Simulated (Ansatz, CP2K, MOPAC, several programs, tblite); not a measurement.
## Many methods on one cell: RbZnI3 (cubic perovskite)

RbZnI3 built on the cubic perovskite prototype, relaxed with r2SCAN in Ansatz, was computed with several methods. The symmetry is Pm-3m (No. 221, cubic); a = 5.722 Å in the conventional setting, 37.46 Å³ an atom. Around Rb lie 12 I at 4.05 Å; around Zn lie 6 I at 2.86 Å; around I lie 2 Zn at 2.86 Å and 4 Rb at 4.05 Å. The calculation is spin-unpolarised, and the structure need not be a phase that has been made.

```cif
data_structure
_symmetry_space_group_name_H-M 'P 1'
_symmetry_Int_Tables_number 1
_cell_length_a 5.7218
_cell_length_b 5.7218
_cell_length_c 5.7218
_cell_angle_alpha 90.000
_cell_angle_beta 90.000
_cell_angle_gamma 90.000
_cell_volume 187.32
loop_
_atom_site_label
_atom_site_type_symbol
_atom_site_fract_x
_atom_site_fract_y
_atom_site_fract_z
_atom_site_occupancy
Rb1 Rb 0.00000 0.00000 0.00000 1
Zn1 Zn 0.50000 0.50000 0.50000 1
I1 I 0.50000 0.50000 0.00000 1
I2 I 0.50000 0.00000 0.50000 1
I3 I 0.00000 0.50000 0.50000 1
```

Gaps and times are for a single point on this cell; volume and bulk modulus come from each method's own relaxation or energy curve at fixed shape. Times are rough, from shared hosts (Arm Neoverse V2), and each method has its own mesh and cell size. GFN1-xTB (tblite): levels, charges or heat of formation failed a check of plausibility, so no values are given. PM6 (MOPAC), PM7 (MOPAC), GFN1-xTB (tblite), GFN2-xTB (tblite) treat a cluster of cells at its zone centre, which samples few k points: where these miss a band edge, the gap comes out too large for that reason alone. Gaps from k meshes are read at a limited set of points (mesh, symmetry points, PBE's band edges), so each method's own least gap may be somewhat smaller. xTB and the PM methods were fitted mostly to molecules, and can miss a solid's gap by electronvolts. Minimal bases can be far off for gaps. d marks a direct gap, i an indirect one (no mark: not told apart), a dash a value that wasn't computed or didn't pass its checks.

| method | kind | gap (eV) | own volume (Å³/atom) | bulk modulus (GPa) | atoms computed | processor time |
| --- | --- | --- | --- | --- | --- | --- |
| GFN1-xTB (tblite) | tight binding | – | – | – | 40 | 1.6 s |
| light PBE (260 eV, its own mesh) | light plane-wave | overlap 0.47 | – | – | 5 | 1.8 s |
| PM7 (MOPAC) | semi-empirical | 8.61 | 40.65 | 52 | 40 | 2.1 s |
| GFN2-xTB (tblite) | tight binding | 0 | – | – | 40 | 2.2 s |
| PM6 (MOPAC) | semi-empirical | 1.83 | – | – | 40 | 3.2 s |
| PBE | semilocal | overlap 0.51 | 38.60 | 21 | 5 | 6.1 s |
| PBE/SZV (CP2K) | small basis | overlap 0.52 | – | – | 5 | 8.1 s |
| r2SCAN | semilocal | overlap 0.53 | 37.46 | 24 | 5 | 16 s |
| PBE/DZVP (CP2K) | small basis | overlap 0.54 | 39.17 | 19 | 5 | 23 s |

Volumes against r2SCAN's: PM7 (MOPAC) +8.5 %, PBE +3.0 %, PBE/DZVP (CP2K) +4.5 %.

With PBE and r2SCAN the bands overlap or touch, or nearly. Semilocal functionals can close a real gap, so this doesn't show a metal; small gaps of other methods may in turn close between the points read or with spin-orbit coupling, and the solid may be a semimetal.

Spin-orbit coupling is left out, which matters wherever the heavy atoms make up the band edges.
